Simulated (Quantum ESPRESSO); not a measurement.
The system is GeCN2.

```
CELL_PARAMETERS angstrom
1.79379 1.03565 4.92196
-1.79379 1.03565 4.92196
0.00000 -2.07129 4.92196
ATOMIC_POSITIONS crystal
Ge 0.00000 0.00000 0.00000
N 0.58390 0.58390 0.58390
N 0.41610 0.41610 0.41610
C 0.50000 0.50000 0.50000
```

The cell comes from a database or a generator and needn't be the stable form of this composition.

Base run:

* Program: Quantum ESPRESSO 7.5
* Functional: PBEsol
* Potentials or basis: GBRV 1.5 PBEsol
* Cutoff: 612 eV
* Density cutoff: 4898 eV
* k mesh: 9 × 9 × 9
* Occupations: fermi-dirac, width 0.05 eV
* Spin: no spin polarisation

Its results: band gap on the k mesh 1.01 eV, indirect (least direct gap 1.82 eV); pressure -3.2 GPa; largest force 0.174 eV/Å.

Q: The run is repeated on the same cell with these changes: functional from PBEsol to LDA; potentials or basis from GBRV 1.5 PBEsol to GBRV 1.5 LDA. What comes out?

A: Band gap on the k mesh 0.97 eV, indirect (least direct gap 1.77 eV); pressure -6.6 GPa; largest force 0.240 eV/Å.

A k mesh can miss the band edges.
